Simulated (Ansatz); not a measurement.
This script drives Ansatz 0.2.0, Python API.

The script, `run_freq.py`:
```python
'''Vibrations of C2H3ClGe.'''

import itertools
import logging
import sys
import warnings

import ansatz as az
from ase import Atoms
from ase.data import atomic_numbers, covalent_radii
from ase.thermochemistry import IdealGasThermo
import numpy as np

logging.basicConfig(stream=sys.stdout, format='[%(levelname)s] %(message)s')
log = logging.getLogger('run')
log.setLevel(logging.INFO)

SETTINGS = {
    'basis': 'def2-SVP',
    'xc': 'b3lyp',
    'vdw': 'd3bj',
}

GEOMETRY = '''
C     1.24890   -1.51800    0.76000
C     0.51620   -0.57730    0.32090
Ge   -0.58250    0.83870   -0.36240
Cl   -2.22970    0.02440   -1.31820
H     1.79990   -2.26940    1.10490
H    -0.98640    1.77020    0.82090
H     0.29480    1.66330   -1.37180
'''

warnings.simplefilter('ignore', az.DeckWarning)

c2h3clge = az.Crystal.molecule()
for line in GEOMETRY.strip().splitlines():
    symbol, *xyz = line.split()
    c2h3clge = c2h3clge.atom(symbol, [float(v) for v in xyz])

calculation = (
    c2h3clge.calculation()
    .basis(gaussian=SETTINGS['basis'])
    .functional(SETTINGS['xc'], dispersion=SETTINGS['vdw'])
)
symbols = [site.symbol for site in c2h3clge.cartesian_sites]
start = np.array([site.position_ang for site in c2h3clge.cartesian_sites], dtype=float)
def progress(event):
    if event['event'] == 'relax_step':
        row = event['data']
        log.info(f'step {row["step"]:3d}  E = {row["lagrangian_ev"]:.6f} eV  largest force component {row["allowed_force_max_ev_ang"]:.4f} eV/A')


r = calculation.relax(force_tolerance=0.003).session().plan().execute(on_event=progress).report
end = np.array(r['positions_ang'])

# pairs closer than 1.2 times the sum of covalent radii, before or after
radius = [covalent_radii[atomic_numbers[s]] for s in symbols]
span = lambda where, i, j: np.linalg.norm(where[i] - where[j])
bonded = [(i, j) for i, j in itertools.combinations(range(len(symbols)), 2) if min(span(start, i, j), span(end, i, j)) < 1.2 * (radius[i] + radius[j])]
log.info('pair        before    after (A)')
for i, j in bonded:
    print(f'{symbols[i]}{i}-{symbols[j]}{j}'.ljust(10), f'{span(start, i, j):8.4f} {span(end, i, j):8.4f}')

# same settings at the minimum
minimum = az.Crystal.molecule()
for symbol, place in zip(symbols, end):
    minimum = minimum.atom(symbol, place.tolist())
vibrating = minimum.calculation()
vibrating = vibrating.basis(gaussian=SETTINGS['basis'])
vibrating = vibrating.functional(SETTINGS['xc'], dispersion=SETTINGS['vdw'])
vibrating = vibrating.phonons(temperatures=(100, 500, 100))
vib = vibrating.run().report['vibrations']
sums = vib['harmonic_sums']
modes = [m['omega_inv_cm'] for m in sums['modes_at_gamma'] if m['rigid_motion'] == 'no']
print('frequencies (1/cm):', ' '.join(f'{w:.0f}' for w in modes))
print('imaginary modes:', sum(w < 0 for w in modes), ' zero-point energy:', round(sums['zero_point_energy_ev'], 4), 'eV')
# rigid rotor and ideal gas, symmetry number taken as one
gas = IdealGasThermo(vib_energies=[w / 8065.544 for w in modes if w > 0], geometry='linear' if len(modes) == 3 * len(symbols) - 5 else 'nonlinear',
                     atoms=Atoms(symbols, positions=end), symmetrynumber=1, spin=0.0)
log.info(f'H(298 K) - E = {gas.get_enthalpy(298.15, verbose=False):.4f} eV')
log.info(f'S(298 K, 1 bar) = {96485.33 * gas.get_entropy(298.15, 1e5, verbose=False):.1f} J/(mol K) with symmetry number 1')
```

It is started by `python run_freq.py`. Estimate its wall time and peak memory on 1 thread of Arm Neoverse V1, with other jobs on the host.

It took about 2.3 min, with a peak of 0.33 GiB, for 2 runs of the engine.

Output of `python run_freq.py`:
```text
[INFO] step   1  E = -71151.691096 eV  largest force component 6.7155 eV/A
[INFO] step   2  E = -71152.109557 eV  largest force component 0.4494 eV/A
[INFO] step   3  E = -71152.117674 eV  largest force component 0.0787 eV/A
[INFO] step   4  E = -71152.118215 eV  largest force component 0.0289 eV/A
[INFO] step   5  E = -71152.118407 eV  largest force component 0.0028 eV/A
[INFO] pair        before    after (A)
C0-C1        1.2707   1.2161
C0-H4        0.9936   1.0751
C1-Ge2       1.9181   1.8995
Ge2-Cl3      2.0712   2.1767
Ge2-H5       1.5592   1.5341
Ge2-H6       1.5711   1.5341
frequencies (1/cm): 106 218 304 417 525 537 680 740 752 795 868 2152 2169 2172 3456
imaginary modes: 0  zero-point energy: 0.9851 eV
[INFO] H(298 K) - E = 1.1647 eV
[INFO] S(298 K, 1 bar) = 324.5 J/(mol K) with symmetry number 1
```

What to keep in mind:
- These settings explore the input space; basis and method may be short of convergence.
- The frequencies are harmonic and unscaled, in a modest basis. The result belongs to the one conformer reached from this start, and soft torsions count as harmonic oscillators.
- b3lyp holds the VWN-RPA fit, as in Gaussian; the form of ORCA and Turbomole is b3lyp5.
- The entropy takes a symmetry number of 1; a symmetric molecule's is lower by R ln(sigma).

(A comment or docstring line of the script was reworded after the run, the code is as it ran; lines on the test bed's own set-up are left out of the output.)
